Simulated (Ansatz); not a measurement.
# BClGaH₂N: basis-set convergence

One table from this session's results is given with a row withheld; the runs are named, their logs left out.

Program: Ansatz 0.2.0, Gaussian basis. Level of theory: one geometry, several basis sets. These are calculated values, not measurements.

The runs, in order: PBE0-D4/def2-SVP; ωB97M-V/def2-SVP; PBE0-D4/def2-QZVPP; ωB97M-V/def2-QZVPP; the functionals' def2-TZVPP values are taken from earlier runs.

## The geometry

All runs share one geometry, relaxed beforehand with PBE0-D4 in a triple-zeta def2 set.

SMILES `Cl[B]1[NH][GaH]1`, 6 atoms, charge 0, spin multiplicity 1.

Atoms are counted from 1 here; the program's logs count them from 0.

Bond lengths: Cl1–B2 1.743 Å, B2–N3 1.371 Å, B2–Ga4 1.994 Å, N3–Ga4 1.945 Å, N3–H5 1.014 Å, Ga4–H6 1.553 Å. Angles: Cl1–B2–N3 137.0°, Cl1–B2–Ga4 155.3°, N3–B2–Ga4 67.7°, B2–N3–Ga4 71.6°, B2–N3–H5 130.9°, Ga4–N3–H5 157.6°, B2–Ga4–N3 40.7°, B2–Ga4–H6 164.1°, N3–Ga4–H6 123.4°.

The first run:

Contents of in.yaml:

```yaml
crystal:
  periodic: [false, false, false]
  atoms:
    - {symbol: Cl, position_ang: [0.824557, -2.387935, 0.814375]}
    - {symbol: B, position_ang: [0.193400, -0.838225, 0.325488]}
    - {symbol: N, position_ang: [0.621788, 0.227174, -0.423116]}
    - {symbol: Ga, position_ang: [-1.167078, 0.616364, 0.233950]}
    - {symbol: H, position_ang: [1.492228, 0.382197, -0.918667]}
    - {symbol: H, position_ang: [-1.922893, 1.936327, -0.078130]}
basis:
  gaussian: {orbitals: def2-SVP}
hamiltonian: {xc: pbe0, dispersion: d4}
output: {orbitals: {seedname: orbitals}}
```

On the command line:

```bash
> ansatz run in.yaml --threads 2 --pin off --events-out ev --progress --plain --max-ram 4352MiB
```

Among the steps run: PBE0-D4 in def2-SVP; ωB97M-V in def2-SVP; PBE0-D4 in def2-QZVPP; ωB97M-V in def2-QZVPP.

One of the session's tables, all rows but one given; the rest of the session is left out.

It belongs to the step «Density functionals: the series». 

```
functional       basis  HOMO (eV)
   PBE0-D4    def2-SVP      -6.64
   PBE0-D4  def2-TZVPP      -6.75
   PBE0-D4  def2-QZVPP      -6.78
   ωB97M-V    def2-SVP          ?
   ωB97M-V  def2-TZVPP      -8.78
   ωB97M-V  def2-QZVPP      -8.82
```

**Question.** Estimate the row for ωB97M-V, def2-SVP.

The run gave: HOMO (eV): -8.65. In the column «HOMO (eV)» it lies between ωB97M-V, def2-TZVPP (-8.78) and PBE0-D4, def2-QZVPP (-6.78).
